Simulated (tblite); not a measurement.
# C3H6B2ClP: the cost of one run

The runs use tblite 0.8.0 and PySCF 2.14.0, with density-fitted response routines of our own; the level of theory stands in each step. All values are computed, except where a source is named. Atoms are numbered from 0 throughout.

## Step 1: The starting structure

13 atoms, charge 0, multiplicity 1; geometry from: force field or distance geometry start.

Bonds of the start (Å): B0–P1 1.91, P1–B2 1.93, B2–Cl3 1.86, B2–C4 1.56, C4–C5 1.21, C5–C6 1.46, B0–H7 1.19, B0–H8 1.18, P1–H9 1.46, C6–H10 1.12, C6–H11 1.10, C6–H12 1.08.

## Step 2: Optimising the geometry with GFN2-xTB

What the job is given:

```
{"job": {"kind": "relax", "xc": "GFN2-xTB", "basis": "xTB"}, "charge": 0, "multiplicity": 1}
B      3.239500     1.084900    -0.175500
P      1.984700    -0.229800     0.401800
B      0.719300    -0.736200    -0.969300
Cl     0.983200    -2.434300    -1.679700
C     -0.763600    -0.398600    -0.606100
C     -1.920200    -0.134300    -0.350000
C     -3.304500     0.209100    -0.039400
H      4.345500     1.029800     0.253100
H      2.925900     2.108600    -0.681000
H      2.746300    -1.406400     0.819800
H     -3.667900    -0.321400     0.873900
H     -3.337900     1.300200     0.131500
H     -3.954700    -0.071100    -0.858100
```

Command:

```console
$ OMP_NUM_THREADS=1 python probes_run.py task.json out
```

The driver reads the jobs from task.json and runs them one after another.

**Question.** How long does this first job take on 1 thread of Arm Neoverse N1, shared host, and how much memory does it need?

About 1.2 s, with a peak of 0.18 GiB.
